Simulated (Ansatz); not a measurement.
# C2H5GaS: up Jacob's ladder to CCSD(T)

How much do the methods differ for C2H5GaS? The plan is to run it at one geometry with functionals of several rungs and with coupled cluster, and see how far each lands from CCSD(T) at the basis-set limit for the atomisation energy.

The runs use Ansatz 0.2.0, Gaussian basis; functionals in def2-TZVPP, the program's frozen cores in correlated methods.

The runs, in order: LDA (SPW92), PBE-D4, revPBE-D4, BLYP-D4, r2SCAN-D4, B97M-V, PBE0-D4, B3LYP-D4, r2SCANh-D4, r2SCAN0-D4, HSE06-D4, BHLYP-D4, CAM-B3LYP-D4, LC-ωPBE, ωB97X-V, ωB97M-V, B2PLYP, PBE-QIDH; CCSD(T)/def2-SVP; CCSD(T)/def2-TZVPP; MP2/def2-QZVPP; extrapolation to the limit; RPA on PBE.

**1. The geometry**

The geometry comes from an earlier relaxation with PBE0-D4 in a triple-zeta def2 set; it is a stationary point, not always the lowest conformer.

SMILES `C[CH]1[S][GaH]1`, 9 atoms, charge 0, spin multiplicity 1.

Atoms are counted from 1 here; the program's logs count them from 0.

Bond lengths: C1–C2 1.505 Å, C1–H5 1.094 Å, C1–H6 1.092 Å, C1–H7 1.096 Å, C2–S3 1.891 Å, C2–Ga4 1.940 Å, C2–H8 1.088 Å, S3–Ga4 2.169 Å, Ga4–H9 1.533 Å. Angles: C2–C1–H5 110.5°, C2–C1–H6 112.1°, C2–C1–H7 110.8°, H5–C1–H6 108.1°, H5–C1–H7 107.9°, H6–C1–H7 107.3°, C1–C2–S3 115.4°, C1–C2–Ga4 124.6°, C1–C2–H8 113.0°, S3–C2–Ga4 69.0°, S3–C2–H8 109.8°, Ga4–C2–H8 116.3°, C2–S3–Ga4 56.6°, C2–Ga4–S3 54.5°, C2–Ga4–H9 164.3°, S3–Ga4–H9 141.2°.

**2. LDA**

This LDA is Slater exchange with PW92 correlation.

Contents of in.yaml:

```yaml
crystal:
  periodic: [false, false, false]
  atoms:
    - {symbol: C, position_ang: [0.392734, 0.607160, -1.013766]}
    - {symbol: C, position_ang: [0.067990, -0.541573, -0.098005]}
    - {symbol: S, position_ang: [1.167716, -0.693801, 1.432770]}
    - {symbol: Ga, position_ang: [-0.978128, -0.390816, 1.528834]}
    - {symbol: H, position_ang: [-0.352554, 0.683589, -1.811457]}
    - {symbol: H, position_ang: [0.420824, 1.560590, -0.482216]}
    - {symbol: H, position_ang: [1.373176, 0.466402, -1.482341]}
    - {symbol: H, position_ang: [0.020894, -1.497608, -0.614949]}
    - {symbol: H, position_ang: [-2.112652, -0.193933, 2.541140]}
basis:
  gaussian: {orbitals: def2-TZVPP}
hamiltonian: {xc: lda}
output: {orbitals: {seedname: orbitals}}
```

Further steps of the session: PBE-D4 (GGA); revPBE-D4 (GGA); BLYP-D4 (GGA); r2SCAN-D4 (meta-GGA); B97M-V (meta-GGA); PBE0-D4 (hybrid); B3LYP-D4 (hybrid); r2SCANh-D4 (hybrid); r2SCAN0-D4 (hybrid); HSE06-D4 (hybrid); BHLYP-D4 (hybrid); CAM-B3LYP-D4 (range-separated); LC-ωPBE (range-separated); ωB97X-V (range-separated); ωB97M-V (range-separated); B2PLYP (double hybrid); PBE-QIDH (double hybrid); CCSD(T) in def2-SVP; CCSD(T) in def2-TZVPP; MP2 in def2-QZVPP; RPA on PBE orbitals.

Before running them: what should the planned runs give, taken together? Wanted: atomisation energy, CCSD(T)/CBS; farthest beyond LDA; mean size of error, GGA; mean size of error, meta-GGA; mean size of error, hybrid; mean size of error, range-separated; mean size of error, double hybrid; gap, smallest and largest; T1 diagnostic.

The runs gave:

| quantity | value |
| --- | --- |
| atomisation energy, CCSD(T)/CBS | 3055.5 kJ/mol |
| functionals within 30.6 kJ/mol (1.0 %) | revPBE-D4, r2SCAN-D4, B97M-V, PBE0-D4, r2SCANh-D4, r2SCAN0-D4, HSE06-D4, CAM-B3LYP-D4, LC-ωPBE, ωB97X-V, ωB97M-V, PBE-QIDH |
| farthest beyond LDA | BHLYP-D4 (-108.6 kJ/mol) |
| mean size of error, GGA | 39.2 kJ/mol |
| mean size of error, meta-GGA | 19.0 kJ/mol |
| mean size of error, hybrid | 32.3 kJ/mol |
| mean size of error, range-separated | 11.5 kJ/mol |
| mean size of error, double hybrid | 26.5 kJ/mol |
| gap, smallest and largest | 3.19 eV (LDA (SPW92)), 9.61 eV (LC-ωPBE) |
| T1 diagnostic | 0.0147 |
| triples share of the correlation energy | 4.6 % |

**Reading.** LDA overbinds by 456.5 kJ/mol (15 %). PBE-D4 misses by +58.4 kJ/mol. Double hybrids carry the basis error of their MP2 part in triple zeta, and no dispersion term here, so their miss is partly the set-up's. The rungs range-separated, meta-GGA, double hybrid miss on average by less than the doubt on the reference (30.6 kJ/mol), so they tie. Misses under about 30.6 kJ/mol are within the doubt on the reference itself, which lacks core-valence correlation, relativity and higher excitations, and its outer-core shells are covered unevenly. Hartree-Fock recovers 71 % of the binding; the rest is correlation. CCSD(T) in def2-SVP is off by -169.8 kJ/mol, which most functionals beat. The gap grows from 3.2 to 9.6 eV across the functionals, mostly with the share of exact exchange. Correlated methods include outer-core shells of Ga, which these sets cover unevenly.
